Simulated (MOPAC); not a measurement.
**C3H7NSi (SMILES CC[SiH2]C#N) at MNDO**

We compute a geometry optimisation of C3H7NSi. 

Program for the calculation: MOPAC 23.2.5.

12 further runs of the same task are left out: 1 that didn't finish, 11 set aside as unsound or not needed.

### Step 1. The structure to begin with

C3H7NSi: 12 atoms, total charge 0, spin state singlet. As SMILES, `CC[SiH2]C#N`. All atoms were displaced at random from a relaxed shape. The run starts from this shape.

Bond lengths: C1–C2 1.537 Å, C2–Si3 1.882 Å, Si3–C4 1.847 Å, C4–N5 1.154 Å, C1–H6 1.112 Å, C1–H7 1.069 Å, C1–H8 1.072 Å, C2–H9 1.100 Å, C2–H10 1.101 Å, Si3–H11 1.499 Å, Si3–H12 1.474 Å. Some angles: C1–C2–Si3 112.9°, C2–Si3–C4 107.1°, Si3–C4–N5 178.4°, C1–C2–H9 110.8°, C1–C2–H10 112.4°, Si3–C2–H9 107.2°, Si3–C2–H10 107.1°, C2–C1–H6 108.4°, C2–C1–H7 112.1°, C2–C1–H8 111.4°.

### Step 2. A geometry optimisation at MNDO

run.mop

```
mndo bonds gnorm=0.02 cycles=300 gradients charge=0 disp aux(precision=6) threads=1
MNDO optimise
CC[SiH2]C#N
C     -0.970280     0.647685     1.011023
C      0.511974     0.351383     0.730247
Si     0.757725    -0.945187    -0.611132
C     -0.071589    -0.312278    -2.135605
N     -0.564791     0.102963    -3.093126
H     -1.027927     1.424069     1.804820
H     -1.495136    -0.216547     1.357428
H     -1.455783     1.063722     0.150547
H      1.014007    -0.018629     1.636136
H      1.067388     1.249334     0.418988
H      0.079413    -2.239076    -0.274452
H      2.181404    -1.170249    -0.918568
```

Started as:

```console
$ mopac run.mop
```

**Question.** What will come out? Wanted: total energy at the end; dipole moment; HOMO energy; LUMO energy; HOMO–LUMO gap; heat of formation.

Answer, from the run:

Level: MNDO.

| quantity | value |
| --- | --- |
| total energy at the end | -28.60729 Eh |
| dipole moment | 2.16 D |
| HOMO energy | -11.48 eV |
| LUMO energy | 1.36 eV |
| HOMO–LUMO gap | 12.84 eV |
| heat of formation | -12.6 kcal/mol |

At the final geometry: Bond lengths: C1–C2 1.521 Å, C2–Si3 1.812 Å, Si3–C4 1.741 Å, C4–N5 1.165 Å, C1–H6 1.110 Å, C1–H7 1.111 Å, C1–H8 1.110 Å, C2–H9 1.114 Å, C2–H10 1.113 Å, Si3–H11 1.378 Å, Si3–H12 1.379 Å. Some angles: C1–C2–Si3 117.1°, C2–Si3–C4 111.7°, Si3–C4–N5 179.0°, C1–C2–H9 108.3°, C1–C2–H10 108.6°, Si3–C2–H9 107.9°, Si3–C2–H10 109.1°, C2–C1–H6 111.2°, C2–C1–H7 111.5°, C2–C1–H8 111.6°. The optimisation stopped short of its gradient threshold. The optimisation took 85 steps and changed the energy by -0.554 eV.
